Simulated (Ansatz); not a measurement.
# Ta5Si: the cost of one run

Computed with Ansatz 0.2.0 (DFT PBE, scalar-relativistic, plane waves, PAW, unless a step's input says otherwise).

1 further run of the same task is left out (it didn't finish).

### Step 1. Starting point

The structure is cubic, space group F-43m (No. 216). Conventional cell: a = 7.301 Å, b = 7.301 Å, c = 7.301 Å, α = 90.00°, β = 90.00°, γ = 90.00°. Ta (site symmetry -43m) has 12 Ta at 3.02 Å and 4 Si at 3.16 Å in its first shell of neighbours. Ta (site symmetry 3m) is surrounded by 9 Ta at 2.56 to 3.02 Å and 3 Si at 3.03 Å. Around Si (site symmetry -43m) lie 16 Ta at 3.03 to 3.16 Å.

Structure file:

```cif
data_structure
_symmetry_space_group_name_H-M 'F-43m'
_symmetry_Int_Tables_number 216
_cell_length_a 7.3011
_cell_length_b 7.3011
_cell_length_c 7.3011
_cell_angle_alpha 90.000
_cell_angle_beta 90.000
_cell_angle_gamma 90.000
_cell_volume 389.19
loop_
_atom_site_label
_atom_site_type_symbol
_atom_site_symmetry_multiplicity
_atom_site_Wyckoff_symbol
_atom_site_fract_x
_atom_site_fract_y
_atom_site_fract_z
_atom_site_occupancy
Ta1 Ta 4 c 0.25000 0.25000 0.25000 1
Ta2 Ta 16 e 0.62411 0.12411 0.12411 1
Si1 Si 4 a 0.00000 0.00000 0.00000 1
```

A structure generator made this guess: species swapped into a database cell of ZrCu5 (F-43m, No. 216), with Si on the Zr sites and Ta on the Cu sites. Its size is a rough estimate.

### Step 2. The guess as it stands, on a coarse mesh

input.yaml reads:

```yaml
crystal:
  lattice:
    - [0.0, 3.6505364, 3.6505364]
    - [3.6505364, 0.0, 3.6505364]
    - [3.6505364, 3.6505364, 0.0]
  atoms:
    - { symbol: Ta, position: [0.75, 0.75, 0.75] }
    - { symbol: Ta, position: [0.37588916, 0.37588916, 0.87233251] }
    - { symbol: Ta, position: [0.37588916, 0.87233251, 0.37588916] }
    - { symbol: Ta, position: [0.37588916, 0.37588916, 0.37588916] }
    - { symbol: Ta, position: [0.87233251, 0.37588916, 0.37588916] }
    - { symbol: Si, position: [0.0, 0.0, 0.0] }
basis:
  ecutwfc: 420
kpoints:
  mp_grid: { grid: [4, 4, 4] }
hamiltonian:
  xc: pbe
scf:
  occupations: { method: gaussian, width: 0.1 }
  lower_state_search: "off"
output:
  forces: true
  stress: true
  eigenvalues: true
```

Command:

```sh
$ ansatz run input.yaml --threads 1 --pin off --max-ram 2560MiB --backend cpu --events-out ev --progress --plain --runs-dir out
```

Q: Estimate wall time and peak memory on 1 thread of Arm Neoverse V1, shared host.

About 2.9 s, with a peak of 0.3 GiB.
